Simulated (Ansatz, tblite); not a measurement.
# (BeO)6 prism (Be₆O₆): one state, many levels

Aim: run the singlet of (BeO)6 prism (Be₆O₆) at one geometry on many levels, and compare frontier levels, spin and run time.

Method: as each input shows; program: Ansatz 0.2.0, Gaussian basis.

The runs, in order: GFN1-xTB, GFN2-xTB, PBE-D4/def2-TZVP, r2SCAN-D4/def2-TZVP, r2SCAN0-D4/def2-TZVP, ωB97X-V/def2-TZVP, B3LYP-D4/def2-TZVP, PBE-D4/def2-SVP, PBE0-D4/def2-SVP, HF/STO-3G, HF/6-31G, B3LYP-D4/6-31G, CCSD(T)/def2-SVP, MP2/def2-TZVP, RPA/def2-TZVP.

2 further runs of the same task are left out: 2 set aside as unsound or not needed.

## 1. The relaxed structure

The singlet was relaxed beforehand with PBE-D4/def2-SVP.

12 atoms, charge 0, spin multiplicity 1.

Bond lengths: Be1–O2 1.575 Å, Be1–O6 1.575 Å, Be1–O8 1.700 Å, O2–Be3 1.575 Å, O2–Be9 1.699 Å, Be3–O4 1.575 Å, Be3–O10 1.700 Å, O4–Be5 1.575 Å, O4–Be11 1.700 Å, Be5–O6 1.575 Å, Be5–O12 1.699 Å, O6–Be7 1.700 Å, Be7–O8 1.575 Å, Be7–O12 1.575 Å, O8–Be9 1.575 Å, Be9–O10 1.575 Å, O10–Be11 1.575 Å, Be11–O12 1.575 Å. Angles: O2–Be1–O6 130.0°, O2–Be1–O8 98.8°, O6–Be1–O8 98.8°, Be1–O2–Be3 107.5°, Be1–O2–Be9 80.1°, Be3–O2–Be9 80.1°, O2–Be3–O4 130.1°, O2–Be3–O10 98.8°, O4–Be3–O10 98.8°, Be3–O4–Be5 107.4°, Be3–O4–Be11 80.1°, Be5–O4–Be11 80.1°, O4–Be5–O6 130.1°, O4–Be5–O12 98.8°, O6–Be5–O12 98.8°, Be1–O6–Be5 107.4°, Be1–O6–Be7 80.1°, Be5–O6–Be7 80.1° and more.

PBE0-D4/def2-TZVP was run before; its log isn't repeated, and its numbers join the tables.

## 2. GFN1-xTB

Tight binding, by tblite at 300 K electronic temperature and without a spin-polarisation term:

```python
tblite.interface.Calculator('GFN1-xTB', numbers, positions, charge=0, uhf=0).singlepoint()
```

Energy -903.3619 eV, HOMO -10.11 eV, LUMO -7.08 eV; 0.007 s.

## 3. GFN2-xTB

Tight binding, by tblite at 300 K electronic temperature and without a spin-polarisation term:

```python
tblite.interface.Calculator('GFN2-xTB', numbers, positions, charge=0, uhf=0).singlepoint()
```

Energy -790.6349 eV, HOMO -11.85 eV, LUMO -8.50 eV; 0.008 s.

## 4. PBE-D4/def2-TZVP

start.molden holds the orbitals of an earlier run on this state, given as this run's starting guess.

Input file in.yaml:

```yaml
crystal:
  periodic: [false, false, false]
  atoms:
    - {symbol: Be, position_ang: [-1.096903, -1.189007, -0.328427]}
    - {symbol: O, position_ang: [-0.535665, -1.426517, 1.124156]}
    - {symbol: Be, position_ang: [0.865016, -0.711286, 1.212494]}
    - {symbol: O, position_ang: [1.868643, -0.302955, 0.069320]}
    - {symbol: Be, position_ang: [1.040536, -0.189799, -1.265907]}
    - {symbol: O, position_ang: [-0.337860, -0.840163, -1.663699]}
    - {symbol: Be, position_ang: [-0.865078, 0.711271, -1.212462]}
    - {symbol: O, position_ang: [-1.868691, 0.302872, -0.069360]}
    - {symbol: Be, position_ang: [-1.040565, 0.189889, 1.265840]}
    - {symbol: O, position_ang: [0.337893, 0.840187, 1.663661]}
    - {symbol: Be, position_ang: [1.097023, 1.188962, 0.328456]}
    - {symbol: O, position_ang: [0.535641, 1.426544, -1.124082]}
basis:
  gaussian: {orbitals: def2-TZVP, initial_orbitals: start.molden}
hamiltonian: {xc: pbe, dispersion: d4}
scf: {omitted_lower_state_checks: [starts]}
output: {orbitals: {seedname: orbitals}}
```

On the command line:

```sh
$ ansatz run in.yaml --threads 4 --pin off --events-out ev --progress --plain --max-ram 4787MiB
```

The runs that follow: r2SCAN-D4/def2-TZVP; r2SCAN0-D4/def2-TZVP; ωB97X-V/def2-TZVP; B3LYP-D4/def2-TZVP; PBE-D4/def2-SVP; PBE0-D4/def2-SVP; HF/STO-3G; HF/6-31G; B3LYP-D4/6-31G; CCSD(T)/def2-SVP; MP2/def2-TZVP; RPA/def2-TZVP.

Q: Predict the results of all the runs planned. Wanted: gap in def2-TZVP, named functionals, smallest and largest; correlation energy, CCSD(T)/def2-SVP; correlation energy, MP2/def2-TZVP; binding an atom, CCSD(T)/def2-SVP; PBE0 total energy, smallest basis above largest.

As calculated:

| quantity | value |
| --- | --- |
| gap in def2-TZVP, named functionals, smallest and largest | 4.85 eV (PBE-D4), 11.33 eV (ωB97X-V) |
| correlation energy, CCSD(T)/def2-SVP | -36.01 eV |
| correlation energy, MP2/def2-TZVP | -49.93 eV |
| binding an atom, CCSD(T)/def2-SVP | 4.485 eV |
| PBE0 total energy, smallest basis above largest | 18.11 eV (def2-SVP, def2-TZVP) |

**Reading.** Orbital gaps of the named functionals in def2-TZVP span 4.85 eV (PBE-D4) to 11.33 eV (ωB97X-V); exact exchange widens it. A small miss in a minimal or small basis is a cancelling of errors, not accuracy. The functionals in def2-TZVP miss CCSD(T)/def2-SVP by +0.599 (r2SCAN0-D4) to +0.810 eV (PBE-D4) an atom. The yardstick is in a double-zeta basis, so levels in larger sets aren't compared like for like. The reference is CCSD(T) in one finite basis, so it carries an error of its own, often a tenth of an eV or more, and near misses can't be ranked.
